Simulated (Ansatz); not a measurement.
**C₂H₄InNO: up Jacob's ladder to CCSD(T)**

Aim: compute C₂H₄InNO with functionals from several rungs and with coupled cluster, and see how far each lands from CCSD(T) at the basis-set limit for the atomisation energy.

Method: functionals in def2-TZVPP, the program's frozen cores in correlated methods; program: Ansatz 0.2.0, Gaussian basis.

Levels to be run: PBE-D4, r2SCAN-D4, PBE0-D4, B3LYP-D4, ωB97X-V, ωB97M-V, B2PLYP; CCSD(T)/def2-TZVPP; MP2/def2-QZVPP; extrapolation to the limit.

### Step 1. The relaxed structure

The geometry comes from an earlier relaxation with PBE0-D4/def2-TZVP; it is a stationary point, not always the lowest conformer. In takes the def2 core potential; no spin-orbit term is included.

9 atoms, charge 0, spin multiplicity 1.

Atoms are counted from 1 here; the program's logs count them from 0.

Bond lengths: C1–N2 1.261 Å, C1–In5 2.146 Å, C1–H6 1.089 Å, N2–C3 1.457 Å, C3–O4 1.375 Å, C3–H7 1.101 Å, C3–H8 1.101 Å, O4–In5 2.022 Å, In5–H9 1.692 Å. Angles: N2–C1–In5 111.0°, N2–C1–H6 118.7°, In5–C1–H6 130.3°, C1–N2–C3 118.8°, N2–C3–O4 117.8°, N2–C3–H7 105.0°, N2–C3–H8 105.0°, O4–C3–H7 110.9°, O4–C3–H8 110.9°, H7–C3–H8 106.6°, C3–O4–In5 111.3°, C1–In5–O4 81.0°, C1–In5–H9 160.1°, O4–In5–H9 118.8°.

As a file:

```mol
C2H4InNO
  3D, bonds by distance, orders not assigned

  9  9  0  0  0  0  0  0  0  0999 V2000
    0.0820    1.2498    0.5526 C   0  0
    1.1145    0.6263    0.1835 N   0  0
    0.9640   -0.7018   -0.3965 C   0  0
   -0.3076   -1.2111   -0.5126 O   0  0
   -1.6869    0.0898    0.1893 In  0  0
    0.1970    2.2427    0.9852 H   0  0
    1.4527   -0.6390   -1.3809 H   0  0
    1.5937   -1.3567    0.2251 H   0  0
   -3.3211   -0.3465    0.1372 H   0  0
  1  2  8  0
  2  3  8  0
  3  4  8  0
  4  5  8  0
  1  6  8  0
  3  7  8  0
  3  8  8  0
  5  9  8  0
  1  5  8  0
M  END
```

### Step 2. PBE-D4 (GGA)

Input file in.yaml:

```yaml
crystal:
  periodic: [false, false, false]
  atoms:
    - {symbol: C, position_ang: [0.082022, 1.249845, 0.552563]}
    - {symbol: N, position_ang: [1.114543, 0.626289, 0.183521]}
    - {symbol: C, position_ang: [0.964019, -0.701782, -0.396526]}
    - {symbol: O, position_ang: [-0.307632, -1.211088, -0.512551]}
    - {symbol: In, position_ang: [-1.686896, 0.089802, 0.189297]}
    - {symbol: H, position_ang: [0.197048, 2.242725, 0.985218]}
    - {symbol: H, position_ang: [1.452696, -0.638971, -1.380931]}
    - {symbol: H, position_ang: [1.593668, -1.356655, 0.225124]}
    - {symbol: H, position_ang: [-3.321069, -0.346465, 0.137187]}
basis:
  gaussian: {orbitals: def2-TZVPP}
hamiltonian: {xc: pbe, dispersion: d4}
output: {forces: true, orbitals: {seedname: orbitals}}
```

The run is started by

```console
$ ansatz run in.yaml --threads 4 --pin off --events-out ev --progress --plain --max-ram 10444MiB
```

After this run come: r2SCAN-D4 (meta-GGA); PBE0-D4 (hybrid); B3LYP-D4 (hybrid); ωB97X-V (range-separated); ωB97M-V (range-separated); B2PLYP (double hybrid); CCSD(T) in def2-TZVPP; MP2 in def2-QZVPP.

Before running them: what should the planned runs give, taken together? Wanted: atomisation energy, CCSD(T)/CBS; farthest; mean size of error, hybrid; mean size of error, range-separated; gap, smallest and largest; T1 diagnostic; triples share of the correlation energy.

The runs gave:

| quantity | value |
| --- | --- |
| atomisation energy, CCSD(T)/CBS | 3280.0 kJ/mol |
| functionals within 32.8 kJ/mol (1.0 %) | r2SCAN-D4, PBE0-D4, B3LYP-D4, ωB97X-V, ωB97M-V |
| farthest | PBE-D4 (+129.8 kJ/mol) |
| mean size of error, hybrid | 13.0 kJ/mol |
| mean size of error, range-separated | 9.1 kJ/mol |
| gap, smallest and largest | 3.06 eV (PBE-D4), 9.03 eV (ωB97X-V) |
| T1 diagnostic | 0.0189 |
| triples share of the correlation energy | 4.2 % |

PBE-D4 misses by +129.8 kJ/mol, or 14.4 kJ/mol for each of 9 bonds. Double hybrids carry the basis error of their MP2 part in triple zeta, and no dispersion term here, so their miss is partly the set-up's. The reference freezes the cores and leaves out spin-orbit coupling and excitations past (T), and its outer-core shells are covered unevenly, so misses under about 32.8 kJ/mol can't be ranked. All levels share the lack of spin-orbit coupling, which lowers the free heavy atoms and so the true binding. Hartree-Fock recovers 65 % of the binding; the rest is correlation. Orbital gaps span 3.1 to 9.0 eV; exact exchange widens them. Correlated methods include outer-core shells of In, which these sets cover unevenly.
